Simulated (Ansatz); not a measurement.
# Sn3Se: the cost of one run

Computed with Ansatz 0.2.0 (DFT PBE, scalar-relativistic, plane waves, PAW, unless a step's input says otherwise).

## (1) The system as given

It takes space group Pm-3m (No. 221, cubic). The conventional cell has a = 4.753 Å, b = 4.753 Å, c = 4.753 Å, α = 90.00°, β = 90.00°, γ = 90.00°. Sn (site symmetry 4/mmm) is surrounded by 8 Sn at 3.36 Å and 4 Se at 3.36 Å. Se (site symmetry m-3m) has 12 Sn at 3.36 Å in its first shell of neighbours.

Structure file:

```cif
data_structure
_symmetry_space_group_name_H-M 'P 1'
_symmetry_Int_Tables_number 1
_cell_length_a 4.7527
_cell_length_b 4.7527
_cell_length_c 4.7527
_cell_angle_alpha 90.000
_cell_angle_beta 90.000
_cell_angle_gamma 90.000
_cell_volume 107.36
loop_
_atom_site_label
_atom_site_type_symbol
_atom_site_fract_x
_atom_site_fract_y
_atom_site_fract_z
_atom_site_occupancy
Sn1 Sn 0.00000 0.50000 0.50000 1
Sn2 Sn 0.50000 0.00000 0.50000 1
Sn3 Sn 0.50000 0.50000 0.00000 1
Se1 Se 0.00000 0.00000 0.00000 1
```

It goes back to an entry of the Materials Project, which need not be the stable form.

This cell was relaxed beforehand with the same method: volume 26.84 Å³/atom, gap on the mesh none (metal).

## (2) The reference cell

Reference values: F = -23541.5194 eV; pressure -0.02 GPa; largest force 0.000 eV/Å; gap on the mesh none (metal). It was computed beforehand with the settings of the runs below.

## (3) Setting up energy and stress against strain

The cell is strained by ε times the Voigt pattern (0, 0, 0, 0, 1, 0) (xx, yy, zz, yz, xz, xy; engineering shear), with fractional coordinates fixed (clamped ions). The stress on the pattern is the sum of the stress components weighted by it, tension positive.

## (4) ε = -0.1500

File input.yaml:

```yaml
crystal:
  lattice:
    - [4.7527271798, 0.0, -0.3564545385]
    - [0.0, 4.7527271798, 0.0]
    - [-0.3564545385, 0.0, 4.7527271798]
  atoms:
    - { symbol: Sn, position: [0.0, 0.5, 0.5] }
    - { symbol: Sn, position: [0.5, 0.0, 0.5] }
    - { symbol: Sn, position: [0.5, 0.5, 0.0] }
    - { symbol: Se, position: [0.0, 0.0, 0.0] }
basis:
  ecutwfc: 420
kpoints:
  mp_grid: { grid: [10, 10, 10] }
hamiltonian:
  xc: pbe
scf:
  occupations: { method: gaussian, width: 0.15 }
output:
  forces: true
  stress: true
  eigenvalues: true
```

Started as:

```bash
> ansatz run input.yaml --threads 1 --pin off --max-ram 2560MiB --backend cpu --events-out ev --progress --plain --runs-dir out
```

Q: Estimate wall time and peak memory on 1 thread of Intel Xeon Platinum 8259CL at 2.50GHz (Skylake/Cascade Lake), shared host.

About 33 s, with a peak of 0.75 GiB.
